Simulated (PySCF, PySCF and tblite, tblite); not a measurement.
# C2H7NSi: a path driven as pyramidal inversion, and NMR exchange

The task here is to estimate one member of a computed series from the others.

Programs: PySCF 2.14.0 with density-fitted response routines of our own, and tblite 0.8.0. All values are computed, except where a source is named. Atoms count from 0 throughout.

## The molecule as given

11 atoms, charge 0, multiplicity 1; geometry from: force field or distance geometry start.

Bonds of the start (Å): C2–C3 1.49, C2–H7 1.09, C2–H8 1.09, C3–H10 1.09, C3–H9 1.09, N1–C2 1.44, N1–C3 1.45, Si0–H4 1.48, Si0–H5 1.48, Si0–H6 1.49, Si0–N1 1.71.

The first run:

What the job is given:

```
{"job": {"xc": "GFN2-xTB", "basis": "xTB", "kind": "relax"}, "charge": 0, "multiplicity": 1}
Si     1.516800     0.467400     0.242200
N      0.172500    -0.290400    -0.500900
C     -1.153700     0.251300    -0.638100
C     -0.914600    -0.969500     0.182400
H      2.500000    -0.560500     0.641700
H      2.092600     1.436100    -0.716800
H      1.025200     1.190700     1.445500
H     -1.406900     1.179600    -0.121200
H     -1.617900     0.125200    -1.613100
H     -1.209500    -1.937800    -0.214300
H     -0.999100    -0.889300     1.266600
```

Started as:

```sh
$ OMP_NUM_THREADS=1 python ens_run.py task.json out
```

One launch serves the whole session.

Among the steps run: GFN2-xTB relaxation, start minimum; Relaxed scan, inversion; Nudged elastic band, leg 1; Saddle search, leg 1; DFT refinement, start: PBE0-D3(BJ)/def2-SVP; Shieldings, start: PBE0/pcSseg-2; Shieldings, saddle of leg 1: PBE0/pcSseg-2; Barriers, rates and exchange; Shieldings, start: PBE0/STO-3G; Single-point energy, saddle of leg 1: PBE0/STO-3G; Second level: PBE0/STO-3G + D3(BJ).

One of the session's tables, all rows but one given; the rest of the session is left out.

It belongs to the step «Second level: PBE0/STO-3G + D3(BJ)». Barriers by level (kcal/mol; entropies in cal/(mol K)). Zero-point and thermal terms come from xTB in every row. ΔG‡ leaves symmetry out; the rate counts equivalent paths (a factor of 2); effective ΔG‡, where given, is the barrier that would give that rate by Eyring's equation alone:

```
                 level   ΔE‡  with zero-point   ΔH‡  ΔG‡ (298 K)  k at 298 K (1/s)
              GFN2-xTB     ?                ?     ?            ?                 ?
  PBE0-D3(BJ)/def2-SVP  2.84             2.25  2.01         2.39           2.2e+11
PBE0/pcSseg-2 + D3(BJ)  3.70             3.12  2.87         3.25           5.1e+10
  PBE0/STO-3G + D3(BJ)  7.14             6.55  6.31         6.69           1.6e+08
```

**Question.** Estimate the row for GFN2-xTB.

**Answer.** ΔE‡: 3.01; with zero-point: 2.42; ΔH‡: 2.18; ΔG‡ (298 K): 2.56; k at 298 K (1/s): 1.7e+11. In the column «ΔE‡» it lies between PBE0-D3(BJ)/def2-SVP (2.84) and PBE0/pcSseg-2 + D3(BJ) (3.70).
